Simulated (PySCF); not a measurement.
# C26H24O6: the cost of one run

Computed with PySCF 2.14.0 and routines of our own; the level stands in each step. Atoms count from 0.

### 1 The system as given

56 atoms, charge 0, multiplicity 1; geometry from: GFN2-xTB.

### 2 Electronic excitations: TDDFT BLYP/cc-pVDZ

Job settings and geometry (Å):

```
{"job": {"kind": "uv", "basis": "cc-pVDZ", "grid": 1, "kgrid": 0, "vcut": 0.3, "nstates": 1, "ntriplets": 2, "tda": false, "delta": ["ip_vertical"], "pop": false, "xc": "BLYP"}, "charge": 0, "multiplicity": 1}
C     -1.180078     3.255965     0.736598
O     -1.672079     2.021590     1.216786
C     -2.920195     1.680163     0.705231
O     -2.940856     1.525106    -0.706724
C     -2.946629     0.164727    -1.069141
O     -1.709262    -0.324871    -1.512066
C     -1.086241     0.407935    -2.538738
O     -0.089549     1.277983    -2.049743
C      1.171538     0.631138    -2.096457
O      1.487493    -0.019583    -0.900036
C      1.753298     0.859018     0.175605
O      3.060990     1.373810     0.105544
C      3.935326     0.638058     0.970983
C      4.867035     1.611034     1.686955
C      3.008797    -0.103679     1.894713
C      3.265347    -0.831178     3.038992
C      2.186553    -1.370398     3.725900
C      0.886655    -1.185679     3.279272
C      0.627789    -0.465832     2.121803
C      1.705484     0.066990     1.447982
C      1.016142    -0.409164    -3.171178
C      1.952902    -1.179823    -3.826120
C      1.499373    -2.086232    -4.774387
C      0.145879    -2.220161    -5.042687
C     -0.794735    -1.452951    -4.368998
C     -0.339092    -0.545136    -3.436390
C     -3.322403    -0.572804     0.186309
C     -3.593784    -1.908973     0.393322
C     -3.870810    -2.320177     1.689435
C     -3.866692    -1.416515     2.741810
C     -3.581726    -0.075067     2.530288
C     -3.313335     0.330547     1.239554
H     -1.901200     4.059760     0.929035
H     -0.259825     3.444923     1.285793
H     -0.977668     3.200608    -0.336456
H     -3.651153     2.481636     0.931174
H     -3.687283     0.065090    -1.885749
H     -1.831361     1.030302    -3.054701
H      1.919503     1.408378    -2.314995
H      1.047144     1.696808     0.137350
H      4.531380    -0.065421     0.367078
H      5.396113     2.213622     0.953547
H      5.587022     1.062371     2.288095
H      4.289029     2.268005     2.332093
H      4.274822    -0.973443     3.394906
H      2.363610    -1.936494     4.628497
H      0.064556    -1.605954     3.839722
H     -0.377035    -0.312230     1.762903
H      3.003640    -1.079669    -3.605317
H      2.210925    -2.697256    -5.309909
H     -0.182483    -2.934099    -5.783551
H     -1.848961    -1.563687    -4.570304
H     -3.579176    -2.608245    -0.427543
H     -4.085861    -3.360776     1.882064
H     -4.081328    -1.762432     3.742142
H     -3.562184     0.630006     3.346291
```

With the program's defaults for keys left out, this is: TDDFT BLYP/cc-pVDZ, vertical, gas phase, core orbitals frozen in the response, virtual orbitals cut by energy.

Run with:

```console
> OMP_NUM_THREADS=2 python large_run.py task.json out
```

One launch serves the whole session: the jobs run in the order shown.

Q: Estimate the wall time and peak memory of this first job on 2 threads of AMD EPYC 7R43, shared host.

About 3.5 min, with a peak of 1.6 GiB.
